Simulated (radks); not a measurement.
# W⁺ in [Kr] 4d10 4f14 5s2 5p5.5 5d4 6s1 6p0.5: an all-electron calculation

Wanted: eigenvalues, radial structure and energy terms of the tungsten ion W+.

Program: radks (a radial shooting solver on a logarithmic mesh, Libxc functionals) version 1. Level of theory: scalar-relativistic Kohn-Sham, r2SCAN, spin-polarised, spherical densities, finite nucleus; open shells are filled with parallel spins first. These are calculated values, not measurements, unless marked.

### 1 The atom as given

* element: tungsten (Z = 74)
* charge: +1
* electrons: 73
* configuration: [Kr] 4d10 4f14 5s2 5p5.5 5d4 6s1 6p0.5
* nuclear rms radius: 5.3658 fm

### 2 The calculation

Settings of this run:

```text
Z 74
configuration [Kr] 4d10 4f14 5s2 5p5.5 5d4 6s1 6p0.5
relativity scalar-relativistic
functional r2scan,r2scan
spin polarised
nucleus finite rms 5.3658 fm
c 137.035999084
```

What does the calculation give?

The runs gave:

| quantity | value |
| --- | --- |
| total energy | -16140.7694 hartree |
| exchange-correlation share of it | 2.00 % |
| −T/E | 1.1015 |
| highest occupied level | 6p up, -8.054 eV |
| most extended occupied level | 6p up, <r> = 3.60 bohr |
| radius at density 0.001 e/bohr³ | 4.44 bohr |
| maxima of the radial density | 4 |

**Reading.** The radial density shows 4 maxima for 6 occupied principal shells; where shells overlap, one shows as a shoulder or not at all. −T/E is 1.102: with relativity the kinetic term as defined here no longer equals −E. This is not the tabulated ground configuration, so its levels and sizes aren't those of the ground state, and no measured value stands beside it.
